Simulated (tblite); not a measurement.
# C7H9BSi: the cost of one run

Programs: tblite 0.8.0 and PySCF 2.14.0, with density-fitted response routines of our own. Each step states its level of theory. These are calculated values for one molecule in the gas phase, unless marked as measured. Atoms are numbered from 0 throughout.

### 1 The starting structure

18 atoms, charge 0, multiplicity 1; geometry from: force field or distance geometry start.

Bonds of the start (Å): C0–C1 1.24, C1–C2 1.42, C2–C3 1.34, C3–C4 1.42, C4–C5 1.21, C5–B6 1.55, B6–C7 1.58, B6–Si8 1.95, C0–H9 1.05, C2–H10 1.08, C3–H11 1.09, C7–H12 1.13, C7–H13 1.11, C7–H14 1.10, Si8–H15 1.48, Si8–H16 1.47, Si8–H17 1.46.

### 2 Relaxing the molecule with GFN2-xTB

Job settings and geometry (Å):

```
{"job": {"kind": "relax", "xc": "GFN2-xTB", "basis": "xTB"}, "charge": 0, "multiplicity": 1}
C      5.307000    -0.601700     1.510600
C      4.212200    -0.391500     0.961900
C      2.959900    -0.162800     0.343200
C      1.861800    -0.411100     1.067600
C      0.572800    -0.201900     0.503200
C     -0.513000    -0.034000    -0.004400
B     -1.900800     0.165600    -0.664800
C     -2.058100    -0.271400    -2.178800
Si    -3.476400    -0.122800     0.453600
H      6.233100    -0.766600     1.982700
H      2.887200     0.205600    -0.673200
H      1.916400    -0.788500     2.089800
H     -2.015700    -1.400300    -2.219000
H     -3.079200    -0.021300    -2.537400
H     -1.281700     0.135000    -2.838800
H     -3.364300     0.638800     1.720200
H     -3.639300    -1.542300     0.796000
H     -4.630900     0.312800    -0.324200
```

Command:

```bash
OMP_NUM_THREADS=1 python probes_run.py task.json out
```

One launch serves the whole session: the jobs run in the order shown.

Q: Estimate the wall time and peak memory of this first job on 1 thread of Intel Xeon at 2.50GHz, shared host.

About 4.8 s, with a peak of 0.18 GiB.
